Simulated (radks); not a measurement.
**Valence configurations of Nd²⁺**

One table from this session's results is given with a row withheld; the runs are named, their logs left out.

Method: scalar-relativistic Kohn-Sham, PBE, spin-polarised, spherical densities, finite nucleus; open shells are filled with parallel spins first. Code: radks (a radial shooting solver on a logarithmic mesh, Libxc functionals) version 1.

## The system

```
element            : neodymium (Z = 60)
charge             : +2
electrons          : 58
configuration      : [Xe] 4f4
nuclear rms radius : 4.9123 fm
others tried       : 4f3.5 6p0.5; 4f3 6s1; 4f2 5d2; 4f2 6s2; 4f3.5 6s0.5; 4f3 6p1; 4f3 5d1; 4f2 5d1 6p1; 4f3 6s0.5 6p0.5
```

Outer shells as boxes (Hund's rule):

Nd²⁺
```
[Xe] core
4f [↑ ][↑ ][↑ ][↑ ][  ][  ][  ]
```

The first run:

Settings of this run:

```text
Z 60
configuration [Xe] 4f4
relativity scalar-relativistic
functional pbe,pbe
spin polarised
nucleus finite rms 4.9123 fm
c 137.035999084
```

Steps of the session up to this table: [Xe] 4f4.

One of the session's tables, all rows but one given; the rest of the session is left out.

It belongs to the step «[Xe] 4f4». From the orbitals of this run (lengths in bohr):

| level | <r> | outermost maximum (interpolated) | 90 % within | nodes |
| --- | --- | --- | --- | --- |
| 4d up | 0.7076 | 0.619 | 1.06 | 1 |
| 4d down | 0.7076 | 0.618 | 1.06 | 1 |
| 5s up | ? | ? | ? | ? |
| 5s down | 1.481 | 1.33 | 2.13 | 4 |
| 5p up | 1.705 | 1.49 | 2.49 | 3 |
| 5p down | 1.730 | 1.51 | 2.53 | 3 |
| 4f up | 1.068 | 0.663 | 1.88 | 0 |
| 4f down | 1.128 | 0.665 | 2.03 | 0 |

Estimate the missing values for 5s up.

The run gave: <r>: 1.465; outermost maximum (interpolated): 1.32; 90 % within: 2.11; nodes: 4. In the column «<r>» it lies between 4f down (1.128) and 5s down (1.481).
